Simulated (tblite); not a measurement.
# F4N2Na2O8S4: the cost of one run

Computed with tblite 0.8.0 and PySCF 2.14.0 and routines of our own; the level stands in each step. Atoms count from 0.

## 1. The system as given

20 atoms, charge 0, multiplicity 1; geometry from: force field, distance geometry or constructed start.

## 2. Relaxing the molecule with GFN2-xTB

The job: settings as JSON, then the geometry in Å.

```
{"job": {"kind": "relax", "xc": "GFN2-xTB", "basis": "xTB"}, "charge": 0, "multiplicity": 1}
O      2.265300     3.403300    -0.988600
S      1.080400     2.584700    -1.248300
O      1.188200     1.751700    -2.441700
F     -0.005800     3.663900    -1.710900
N      0.401800     1.855500    -0.021600
S      0.087100     2.829400     1.166000
O     -0.640900     4.061500     0.883300
O     -0.333000     2.151200     2.391700
F      1.532900     3.369000     1.609800
O      1.241600    -3.047100     2.618800
S      1.098700    -1.619900     2.353900
O      2.349000    -0.949700     2.003600
F      0.832200    -1.018700     3.820800
N     -0.135100    -1.134500     1.515700
S     -1.503400    -1.681400     2.070100
O     -1.798500    -1.512000     3.493800
O     -2.639800    -1.433800     1.188700
F     -1.356700    -3.277700     1.932700
Na    -0.000600     0.001800     0.002500
Na     0.272500    -1.467900    -1.172100
```

On the command line:

```
$ OMP_NUM_THREADS=1 python large_run.py task.json out
```

One launch serves the whole session: the jobs run in the order shown.

Q: Estimate the wall time and peak memory of this first job on 1 thread of AMD EPYC 9R45, shared host.

About 7.2 s, with a peak of 0.19 GiB.
